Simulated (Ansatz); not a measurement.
# C₈H₁₆O: small, medium and large basis sets

How large a basis does C₈H₁₆O need? Two functionals are run in growing sets.

Method: one geometry, several basis sets; program: Ansatz 0.2.0, Gaussian basis.

Plan: PBE0-D4/def2-SVP; ωB97M-V/def2-SVP; PBE0-D4/def2-QZVPP; ωB97M-V/def2-QZVPP; the functionals' def2-TZVPP values are taken from earlier runs.

### Step 1. Structure used throughout

An earlier PBE0-D4 in a triple-zeta def2 set relaxation fixed the geometry.

SMILES `CC(=O)C(C)(C)C(C)C`, 25 atoms, charge 0, spin multiplicity 1.

Atoms are counted from 1 here; the program's logs count them from 0.

Bond lengths: C1–C2 1.507 Å, C1–H10 1.092 Å, C1–H11 1.094 Å, C1–H12 1.088 Å, C2–O3 1.207 Å, C2–C4 1.536 Å, C4–C5 1.536 Å, C4–C6 1.527 Å, C4–C7 1.546 Å, C5–H13 1.093 Å, C5–H14 1.092 Å, C5–H15 1.092 Å, C6–H16 1.092 Å, C6–H17 1.092 Å, C6–H18 1.091 Å, C7–C8 1.522 Å, C7–C9 1.524 Å, C7–H19 1.094 Å and more. Angles: C2–C1–H10 111.6°, C2–C1–H11 109.9°, C2–C1–H12 109.2°, H10–C1–H11 106.8°, H10–C1–H12 110.0°, H11–C1–H12 109.4°, C1–C2–O3 120.3°, C1–C2–C4 118.5°, O3–C2–C4 121.2°, C2–C4–C5 104.0°, C2–C4–C6 112.0°, C2–C4–C7 108.7°, C5–C4–C6 108.9°, C5–C4–C7 110.6°, C6–C4–C7 112.3°, C4–C5–H13 111.2°, C4–C5–H14 110.6°, C4–C5–H15 110.8° and more.

Geometry (Å):

```
C    -0.9589   -1.8274    1.8336
C    -1.1214   -0.5561    1.0417
O    -2.1924   -0.0021    0.9922
C     0.1164    0.0440    0.3581
C     0.7085    0.9844    1.4187
C     1.1517   -1.0223    0.0094
C    -0.3421    0.8432   -0.8831
C     0.7439    1.7312   -1.4745
C    -0.9216   -0.0601   -1.9651
H    -0.1055   -1.7719    2.5131
H    -0.7692   -2.6650    1.1567
H    -1.8711   -2.0172    2.3959
H     0.8770    0.4596    2.3630
H     1.6727    1.3754    1.0887
H     0.0368    1.8236    1.6118
H     1.5451   -1.5063    0.9053
H     2.0001   -0.5671   -0.5058
H     0.7461   -1.7994   -0.6409
H    -1.1511    1.4886   -0.5287
H     1.1101    2.4744   -0.7645
H     1.6002    1.1507   -1.8304
H     0.3463    2.2740   -2.3356
H    -0.1485   -0.6780   -2.4305
H    -1.6995   -0.7183   -1.5725
H    -1.3734    0.5421   -2.7568
```

### Step 2. PBE0-D4 in def2-SVP

Contents of in.yaml:

```yaml
crystal:
  periodic: [false, false, false]
  atoms:
    - {symbol: C, position_ang: [-0.958897, -1.827367, 1.833623]}
    - {symbol: C, position_ang: [-1.121425, -0.556141, 1.041657]}
    - {symbol: O, position_ang: [-2.192448, -0.002055, 0.992216]}
    - {symbol: C, position_ang: [0.116406, 0.044017, 0.358125]}
    - {symbol: C, position_ang: [0.708510, 0.984409, 1.418664]}
    - {symbol: C, position_ang: [1.151695, -1.022330, 0.009445]}
    - {symbol: C, position_ang: [-0.342146, 0.843152, -0.883100]}
    - {symbol: C, position_ang: [0.743850, 1.731151, -1.474522]}
    - {symbol: C, position_ang: [-0.921645, -0.060100, -1.965118]}
    - {symbol: H, position_ang: [-0.105481, -1.771950, 2.513131]}
    - {symbol: H, position_ang: [-0.769244, -2.664980, 1.156707]}
    - {symbol: H, position_ang: [-1.871086, -2.017223, 2.395940]}
    - {symbol: H, position_ang: [0.876955, 0.459620, 2.363018]}
    - {symbol: H, position_ang: [1.672725, 1.375404, 1.088688]}
    - {symbol: H, position_ang: [0.036831, 1.823567, 1.611828]}
    - {symbol: H, position_ang: [1.545058, -1.506292, 0.905281]}
    - {symbol: H, position_ang: [2.000069, -0.567082, -0.505759]}
    - {symbol: H, position_ang: [0.746122, -1.799434, -0.640895]}
    - {symbol: H, position_ang: [-1.151117, 1.488595, -0.528658]}
    - {symbol: H, position_ang: [1.110055, 2.474414, -0.764471]}
    - {symbol: H, position_ang: [1.600185, 1.150731, -1.830419]}
    - {symbol: H, position_ang: [0.346317, 2.274015, -2.335590]}
    - {symbol: H, position_ang: [-0.148457, -0.677984, -2.430455]}
    - {symbol: H, position_ang: [-1.699470, -0.718273, -1.572511]}
    - {symbol: H, position_ang: [-1.373366, 0.542137, -2.756825]}
basis:
  gaussian: {orbitals: def2-SVP}
hamiltonian: {xc: pbe0, dispersion: d4}
output: {orbitals: {seedname: orbitals}}
```

Started as:

```bash
$ ansatz run in.yaml --threads 4 --pin off --events-out ev --progress --plain --max-ram 41984MiB --backend cpu
```

The runs that follow: ωB97M-V in def2-SVP; PBE0-D4 in def2-QZVPP; ωB97M-V in def2-QZVPP.

**Question.** What will the summary of the whole plan be? Wanted: PBE0-D4: double and triple zeta above quadruple; ωB97M-V: double and triple zeta above quadruple.

The runs gave:

| quantity | value |
| --- | --- |
| PBE0-D4: double and triple zeta above quadruple | 12.14, 0.59 eV |
| ωB97M-V: double and triple zeta above quadruple | 12.80, 0.57 eV |

**Reading.** PBE0-D4 gains 11.55 eV from double to triple zeta, then 0.59 eV more. Total energies overstate the basis error of differences, where much of it tends to cancel. The LUMO of ωB97M-V is positive and keeps falling with the basis (2.19 to 1.47 eV): an unbound level that the basis holds in place.
